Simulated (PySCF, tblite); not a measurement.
# C7H13P: geometry, infrared bands and NMR shifts

Wanted: the infrared bands and NMR shifts of C7H13P (`C/C=C/P(C)C1CC1`), by calculation.

Computed with tblite 0.8.0 and PySCF 2.14.0, with density-fitted response routines of our own, on a single molecule in the gas phase. Atoms count from 0, in the outputs and in this text.

## 1. The starting structure

21 atoms, charge 0, multiplicity 1; geometry from: force field or distance geometry start.

Bonds of the start (Å): C0–C1 1.50, C1–C2 1.34, C2–P3 1.86, P3–C4 1.84, P3–C5 1.83, C5–C6 1.51, C6–C7 1.50, C7–C5 1.49, C0–H8 1.09, C0–H9 1.09, C0–H10 1.09, C1–H11 1.08, C2–H12 1.07, C4–H13 1.10, C4–H14 1.09, C4–H15 1.10, C5–H16 1.08, C6–H17 1.08, C6–H18 1.09, C7–H19 1.08, C7–H20 1.09.

## 2. Geometry optimisation with GFN2-xTB

The job: settings as JSON, then the geometry in Å.

```
{"job": {"kind": "relax", "xc": "GFN2-xTB", "basis": "xTB"}, "charge": 0, "multiplicity": 1}
C      3.271400     1.017500    -0.040900
C      1.829700     0.792900     0.322300
C      1.288400    -0.431300     0.436500
P     -0.501600    -0.579500     0.908900
C     -0.749700    -2.386700     0.647100
C     -1.304900     0.072300    -0.601600
C     -1.765000     1.505100    -0.579000
C     -2.763000     0.388700    -0.525000
H      3.806500     0.081800    -0.220200
H      3.312500     1.625800    -0.944700
H      3.771300     1.556800     0.762200
H      1.241000     1.678500     0.528100
H      1.875400    -1.312900     0.259700
H     -0.411900    -2.694300    -0.358900
H     -1.811100    -2.632000     0.740000
H     -0.195200    -2.965300     1.393400
H     -0.917000    -0.308000    -1.536000
H     -1.683700     2.068000    -1.492700
H     -1.629200     2.098200     0.328000
H     -3.361300     0.205000    -1.409800
H     -3.311600     0.236300     0.403000
```

Launch:

```sh
> OMP_NUM_THREADS=1 python probes_run.py task.json out
```

One launch serves the whole session: the jobs run in the order shown.

**Question.** This job is followed by: GFN2-xTB harmonic vibrations, gas phase; GIAO PBE0/pcSseg-1 NMR shielding, non-relativistic, gas phase. Predict these results of the whole session: strongest single infrared mode (GFN2-xTB); zero-point energy (GFN2-xTB); ¹³C shifts against TMS (PBE0/pcSseg-1, means over atoms taken as alike); ¹H shifts against TMS (PBE0/pcSseg-1, means over atoms taken as alike); ³¹P shifts against H3PO4 (PBE0/pcSseg-1).

**Answer**, as computed:

```
                                                               quantity                                         value
                              strongest single infrared mode (GFN2-xTB)                          3094 cm⁻¹, 61 km/mol
                                           zero-point energy (GFN2-xTB)                                111.3 kcal/mol
¹³C shifts against TMS (PBE0/pcSseg-1, means over atoms taken as alike)       142.9, 140.2, 25.1, 16.5, 16.3, 4.7 ppm
 ¹H shifts against TMS (PBE0/pcSseg-1, means over atoms taken as alike)  6.33, 6.09, 1.99, 1.19, 0.71, 0.47, 0.37 ppm
                               ³¹P shifts against H3PO4 (PBE0/pcSseg-1)                                     -35.0 ppm
```

**Reading.** The optimisation took 122 steps and gained 0.109 eV; among the close pairs (by a distance rule), C2–P3 changed most, from 1.857 to 1.817 Å. No mode is imaginary among the 57: a minimum at this level. The strongest single mode, at 3094 cm⁻¹, is spread over several atoms, H18, H19, H20, H17 among them. Unscaled tight-binding wavenumbers are off by several per cent, some by more. Its intensities can rank the bands wrongly. At PBE0/pcSseg-1: Shielding is most anisotropic at C1 (span 230 ppm, paramagnetic term -212 ppm).
